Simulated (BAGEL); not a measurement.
# HF/def2-SVP (density fitting with cc-pvqz-jkfit) run of C2H5AlN2 (SMILES C#[C][Al]([NH2])[NH2])

What is the vertical singlet–triplet gap of C2H5AlN2 at HF/def2-SVP (density fitting with cc-pvqz-jkfit)? 

The calculation is run with BAGEL 1.2.2.

### Step 1. The molecule

C2H5AlN2: 10 atoms, total charge 0, spin state singlet. As SMILES, `C#[C][Al]([NH2])[NH2]`. The coordinates come from a PBE0-D4/def2-TZVP relaxation.

Bond lengths: C1–C2 1.210 Å, C2–Al3 1.908 Å, Al3–N4 1.763 Å, Al3–N5 1.763 Å, C1–H6 1.067 Å, N4–H7 1.006 Å, N4–H8 1.006 Å, N5–H9 1.006 Å, N5–H10 1.006 Å. Some angles: C1–C2–Al3 180.0°, C2–Al3–N4 118.9°, C2–Al3–N5 118.9°, N4–Al3–N5 122.2°, C2–C1–H6 180.0°, Al3–N4–H7 126.4°, Al3–N4–H8 123.3°, Al3–N5–H9 123.3°, Al3–N5–H10 126.4°, H7–N4–H8 110.4°.

### Step 2. The energy at HF/def2-SVP (density fitting with cc-pvqz-jkfit)

File calc.json:

```json
{ "bagel": [

{
  "title": "molecule",
  "basis": "svp",
  "df_basis": "cc-pvqz-jkfit",
  "angstrom": "true",
  "geometry": [
    { "atom": "C", "xyz": [   -2.368100,    1.221100,    0.873300 ] },
    { "atom": "C", "xyz": [   -1.345900,    0.693600,    0.497800 ] },
    { "atom": "Al", "xyz": [    0.265700,   -0.138000,   -0.094200 ] },
    { "atom": "N", "xyz": [    0.247600,   -1.861100,   -0.467000 ] },
    { "atom": "N", "xyz": [    1.722400,    0.842900,   -0.249900 ] },
    { "atom": "H", "xyz": [   -3.269100,    1.686000,    1.204200 ] },
    { "atom": "H", "xyz": [    1.027400,   -2.410800,   -0.785900 ] },
    { "atom": "H", "xyz": [   -0.574800,   -2.435200,   -0.383700 ] },
    { "atom": "H", "xyz": [    1.750000,    1.827100,   -0.041300 ] },
    { "atom": "H", "xyz": [    2.627700,    0.523400,   -0.550300 ] }
  ]
},
{
  "title": "hf"
},
{
  "title": "print",
  "file": "orbitals.molden",
  "orbitals": "true"
}

]}
```

Started as:

```bash
$ BAGEL_NUM_THREADS=1 BAGEL calc.json > calc.out
```

Standard output:

```text
* using 1 threads per process

  ===============================================================
  ===============================================================

  *** Geometry ***

  { "atom" : "C", "xyz" : [     -4.475060,      2.307545,      1.650298 ] },
  { "atom" : "C", "xyz" : [     -2.543382,      1.310714,      0.940706 ] },
  { "atom" : "Al", "xyz" : [      0.502100,     -0.260782,     -0.178012 ] },
  { "atom" : "N", "xyz" : [      0.467896,     -3.516969,     -0.882502 ] },
  { "atom" : "N", "xyz" : [      3.254864,      1.592850,     -0.472243 ] },
  { "atom" : "H", "xyz" : [     -6.177704,      3.186078,      2.275608 ] },
  { "atom" : "H", "xyz" : [      1.941505,     -4.555752,     -1.485136 ] },
  { "atom" : "H", "xyz" : [     -1.086215,     -4.601861,     -0.725088 ] },
  { "atom" : "H", "xyz" : [      3.307021,      3.452719,     -0.078046 ] },
  { "atom" : "H", "xyz" : [      4.965633,      0.989083,     -1.039916 ] },

  Number of auxiliary basis functions:      827

  Since a DF basis is specified, we compute 2- and 3-index integrals:
    o Being stored without compression. Storage requirement is 0.065 GB

  Number of basis functions:       99
  Number of electrons      :       44

    * METHOD: MOLECULE                             0.80

  *** RHF ***

  === Nuclear Repulsion ===
   183.1072312595

      * DIIS with orbital gradients will be used.

  === RHF iteration (svp) ===
      0       -428.97689373          0.02079872           0.17
      1       -429.20129235          0.01161100           0.16
      2       -429.27847956          0.00137710           0.16
      3       -429.28009207          0.00038002           0.16
      4       -429.28019521          0.00008124           0.16
      5       -429.28020053          0.00004391           0.16
      6       -429.28020209          0.00001500           0.16
      7       -429.28020251          0.00000517           0.16
      8       -429.28020259          0.00000256           0.16
      9       -429.28020261          0.00000095           0.16
     10       -429.28020262          0.00000027           0.16
     11       -429.28020262          0.00000009           0.16
     12       -429.28020262          0.00000003           0.16
     13       -429.28020262          0.00000001           0.16
     14       -429.28020262          0.00000001           0.16
    * SCF iteration converged.

    * Permanent dipole moment:
           (   -0.259287,     0.133796,     0.095453) a.u.

    * METHOD: HF                                   2.76

    * METHOD: PRINT                                0.02

  ===============================================================
```

It took 3.9 s on 1 thread of Arm Neoverse V1, shared host; peak memory 0.21 GiB.

### Step 3. The triplet at the same level

File input.json:

```json
{ "bagel" : [

{
  "title" : "molecule",
  "basis" : "svp",
  "df_basis" : "cc-pvqz-jkfit",
  "angstrom" : true,
  "geometry" : [
    { "atom" : "C", "xyz" : [   -2.368100,    1.221100,    0.873300 ] },
    { "atom" : "C", "xyz" : [   -1.345900,    0.693600,    0.497800 ] },
    { "atom" : "Al", "xyz" : [    0.265700,   -0.138000,   -0.094200 ] },
    { "atom" : "N", "xyz" : [    0.247600,   -1.861100,   -0.467000 ] },
    { "atom" : "N", "xyz" : [    1.722400,    0.842900,   -0.249900 ] },
    { "atom" : "H", "xyz" : [   -3.269100,    1.686000,    1.204200 ] },
    { "atom" : "H", "xyz" : [    1.027400,   -2.410800,   -0.785900 ] },
    { "atom" : "H", "xyz" : [   -0.574800,   -2.435200,   -0.383700 ] },
    { "atom" : "H", "xyz" : [    1.750000,    1.827100,   -0.041300 ] },
    { "atom" : "H", "xyz" : [    2.627700,    0.523400,   -0.550300 ] }
  ]
},
{ "title" : "uhf", "nopen" : 2 },
{ "title" : "print", "file" : "orbitals.molden", "orbitals" : true }

]}
```

Started as:

```bash
$ BAGEL_NUM_THREADS=1 BAGEL input.json > input.out
```

Standard output:

```text
* using 1 threads per process

  ===============================================================
  ===============================================================

  *** Geometry ***

  { "atom" : "C", "xyz" : [     -4.475060,      2.307545,      1.650298 ] },
  { "atom" : "C", "xyz" : [     -2.543382,      1.310714,      0.940706 ] },
  { "atom" : "Al", "xyz" : [      0.502100,     -0.260782,     -0.178012 ] },
  { "atom" : "N", "xyz" : [      0.467896,     -3.516969,     -0.882502 ] },
  { "atom" : "N", "xyz" : [      3.254864,      1.592850,     -0.472243 ] },
  { "atom" : "H", "xyz" : [     -6.177704,      3.186078,      2.275608 ] },
  { "atom" : "H", "xyz" : [      1.941505,     -4.555752,     -1.485136 ] },
  { "atom" : "H", "xyz" : [     -1.086215,     -4.601861,     -0.725088 ] },
  { "atom" : "H", "xyz" : [      3.307021,      3.452719,     -0.078046 ] },
  { "atom" : "H", "xyz" : [      4.965633,      0.989083,     -1.039916 ] },

  Number of auxiliary basis functions:      827

  Since a DF basis is specified, we compute 2- and 3-index integrals:
    o Being stored without compression. Storage requirement is 0.065 GB

  Number of basis functions:       99
  Number of electrons      :       44

    * METHOD: MOLECULE                             0.83

  *** Open-shell HF ***

  === Nuclear Repulsion ===
   183.1072312595

      * DIIS with orbital gradients will be used.

  === UHF iteration (svp) ===
      0       -428.82279556          0.03933383           0.36
      1       -429.04166630          0.02223906           0.36
      2       -429.09532838          0.01267468           0.38
      3       -429.12009794          0.00098384           0.37
      4       -429.12091465          0.00024695           0.36
      5       -429.12106488          0.00015294           0.35
      6       -429.12113047          0.00005475           0.36
      7       -429.12115201          0.00001634           0.36
      8       -429.12115690          0.00000674           0.37
      9       -429.12116167          0.00000211           0.35
     10       -429.12116439          0.00000190           0.35
     11       -429.12116648          0.00000184           0.34
     12       -429.12117002          0.00000156           0.34
     13       -429.12117458          0.00000102           0.35
     14       -429.12117629          0.00000041           0.34
     15       -429.12117631          0.00000017           0.36
     16       -429.12117632          0.00000006           0.35
     17       -429.12117632          0.00000003           0.36
     18       -429.12117632          0.00000002           0.35
     19       -429.12117632          0.00000001           0.35
     20       -429.12117632          0.00000001           0.35
     21       -429.12117632          0.00000001           0.36
     22       -429.12117632          0.00000001           0.37
     23       -429.12117632          0.00000001           0.36
     24       -429.12117632          0.00000001           0.37
     25       -429.12117632          0.00000001           0.36
     26       -429.12117632          0.00000001           0.36
    * SCF iteration converged.

    * S^2 (UHF) is 2.0161

    * Permanent dipole moment:
           (    0.031161,    -0.016076,    -0.011227) a.u.

    * METHOD: UHF                                  9.96

    * METHOD: PRINT                                0.02

  ===============================================================
```

Run time: 11 s. Hardware: 1 thread of Arm Neoverse V1, shared host; peak memory 0.21 GiB.

### Step 4. Outcome

At HF/def2-SVP (density fitting with cc-pvqz-jkfit):

```
                                        quantity          value
                           singlet: total energy  -429.28020 Eh
                          singlet: dipole moment         0.78 D
                            singlet: HOMO energy      -10.32 eV
                            singlet: LUMO energy        3.32 eV
                          singlet: HOMO–LUMO gap       13.64 eV
                           triplet: total energy  -429.12118 Eh
                          triplet: dipole moment         0.09 D
                                   triplet: ⟨S²⟩          2.016
vertical energy of the triplet above the singlet       4.327 eV
```

What this shows: At this shape the triplet lies 4.33 eV (100 kcal/mol) above the singlet.
